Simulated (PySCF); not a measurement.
# GaC (quartet): spin, charge, geometry and surroundings

One physical setting of the base script is moved in each run, with the edits that it forces.

Method: each script names its method and basis; program: PySCF 2.14.0.

1 further run of the same task is left out (it didn't finish).

## 1. Where the work starts

GaC (quartet): 2 atoms, charge 0, spin multiplicity 4.

Bond lengths: Ga1–C2 1.724 Å.

## 2. Base script

Contents of input.py:

```python
from pyscf import gto, scf

mol = gto.M(
    atom='Ga 0 0 0; C 0 0 1.724',
    basis='6-31g',
    charge=0,
    spin=3,
    verbose=3,
)
mf = scf.UHF(mol)
mf.kernel()
mf.dip_moment()
print('orbital energies (hartree):', [e[max(0, n-3):n+3].round(4) for e, n in zip(mf.mo_energy, mol.nelec)])
```

Launch:

```console
OMP_NUM_THREADS=1 python input.py
```

The log of this run is left out.

In short: E(SCF) = -1960.621110 Eh, ⟨S²⟩ = 3.757, μ = 0.33 D.

The bond length is a typed value, not an optimised one. The quartet is typed in the script; nothing here shows that it is the ground state.

## 3. Charge +1 (quintet)

Run 1 changes charge: 0 → 1; spin (2S): 3 → 4.

Contents of input.py:

```python
from pyscf import gto, scf

mol = gto.M(
    atom='Ga 0 0 0; C 0 0 1.724',
    basis='6-31g',
    charge=1,
    spin=4,
    verbose=3,
)
mf = scf.UHF(mol)
mf.kernel()
mf.dip_moment()
print('orbital energies (hartree):', [e[max(0, n-3):n+3].round(4) for e, n in zip(mf.mo_energy, mol.nelec)])
```

Launch:

```console
OMP_NUM_THREADS=1 python input.py
```

## 4. Charge +2

Run 2 changes charge: 0 → 2.

input.py: that of step 2 with these lines changed.

```diff
@@ -5,3 +5,3 @@
     basis='6-31g',
-    charge=0,
+    charge=2,
     spin=3,
```

## 5. Bond 5.172 Å

Run 3 changes bond length: 1.724 Å → 5.172 Å.

input.py: that of step 2 with these lines changed.

```diff
@@ -3,3 +3,3 @@
 mol = gto.M(
-    atom='Ga 0 0 0; C 0 0 1.724',
+    atom='Ga 0 0 0; C 0 0 5.172',
     basis='6-31g',
```

## 6. Bond 1.672 Å

Run 4 changes bond length: 1.724 Å → 1.672 Å.

input.py: that of step 2 with these lines changed.

```diff
@@ -3,3 +3,3 @@
 mol = gto.M(
-    atom='Ga 0 0 0; C 0 0 1.724',
+    atom='Ga 0 0 0; C 0 0 1.672',
     basis='6-31g',
```

## 7. Electric field 0.2 a.u.

Run 5 changes electric field: none → 0.2 a.u.

input.py: that of step 2 with these lines changed.

```diff
@@ -10,2 +10,7 @@
 mf = scf.UHF(mol)
+field = 0.2  # electric field along z, atomic units
+h = mf.get_hcore() + field*mol.intor('int1e_r')[2]
+mf.get_hcore = lambda *args: h
+e_nuc = mol.energy_nuc() - field*mol.atom_charges() @ mol.atom_coords()[:, 2]
+mf.energy_nuc = lambda *args: e_nuc
 mf.kernel()
```

Q: Predict the outcome of this session. Wanted: for each run, E(SCF); from base; gap, α spin; SCF dipole.

As calculated:

| run | E(SCF) (hartree) | from base (eV) | gap, α spin (eV) | SCF dipole (D) |
| --- | --- | --- | --- | --- |
| base | -1960.621110 | 0 | 9.88 | 0.33 |
| charge +1 (quintet) | -1960.331551 | +7.8793 | 12.22 | n/a |
| charge +2 | -1959.713899 | +24.6865 | 10.73 | n/a |
| bond 5.172 Å | -1960.572933 | +1.3110 | 6.16 | 0.17 |
| bond 1.672 Å | -1960.604743 | +0.4454 | 9.88 | 0.61 |
| electric field 0.2 a.u. (poor choice) | -1961.847865 | not comparable | 9.32 | 31.76 |

What this shows: The largest comparable shift of the SCF energy, +1.311 eV, comes with the run “bond 5.172 Å”. At the SCF level, going to the quintet with one electron fewer costs 7.88 eV at fixed geometry, which need not be the lowest ionisation. With bond 5.172 Å the frontier gap moves by over 1.5 eV, which can mean another electronic state rather than the bond length alone. Rows marked «poor choice» come from settings spoiled on purpose.
